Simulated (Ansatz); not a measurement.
The system is BiSbSe.

```
Sb Bi Se
1.0
     4.81662    0.00000    0.00000
    -2.40831    4.17131    0.00000
     0.00000    0.00000    4.70240
Sb Bi Se
1 1 1
Direct
  0.66667 0.33333 0.50000
  0.00000 0.00000 0.00000
  0.33333 0.66667 0.50000
```

The cell was built by a generator and needn't be a form met in nature.

```yaml
Program: Ansatz 0.2.0
Task: single point
Functional: PBE
Potentials_or_basis: all-electron LAPW, scalar-relativistic
Cutoff: 234 eV (chosen from the basis error)
Basis_error_allowed: 0.001 eV/atom
k_mesh: 7 × 7 × 6
Occupations: fermi-dirac, width 0.05 eV
Spin: no spin polarisation
```

On this cell: pressure -1.1 GPa; largest force under 0.003 eV/Å; band gap on the k mesh none (metal or under the smearing width).

The same run follows on a disturbed copy (atoms moved at random, drawn with an rms of 0.05 Å):

```
Sb Bi Se
1.0
     4.81662    0.00000    0.00000
    -2.40831    4.17131    0.00000
     0.00000    0.00000    4.70240
Sb Bi Se
1 1 1
Direct
  0.65179 0.32660 0.50847
  0.99860 0.99654 0.00656
  0.33476 0.66413 0.49501
```

Question: What does the disturbed cell give?

Answer: The energy (extrapolated to zero smearing) moves by -0.8 meV/atom; pressure -1.1 GPa; largest force 0.229 eV/Å; band gap on the k mesh none (metal or under the smearing width).

Forces on the atoms (eV/Å):
```
Sb   0.086  0.008  0.197
Bi   0.064  0.017 -0.026
Se  -0.150 -0.025 -0.171
```

Stress tensor (GPa, compression positive):
```
 0.98 -0.83  0.03
-0.83  1.37  0.00
 0.03  0.00 -5.57
```

Caveats: spin-orbit coupling is left out, which moves the levels of the heavy elements.
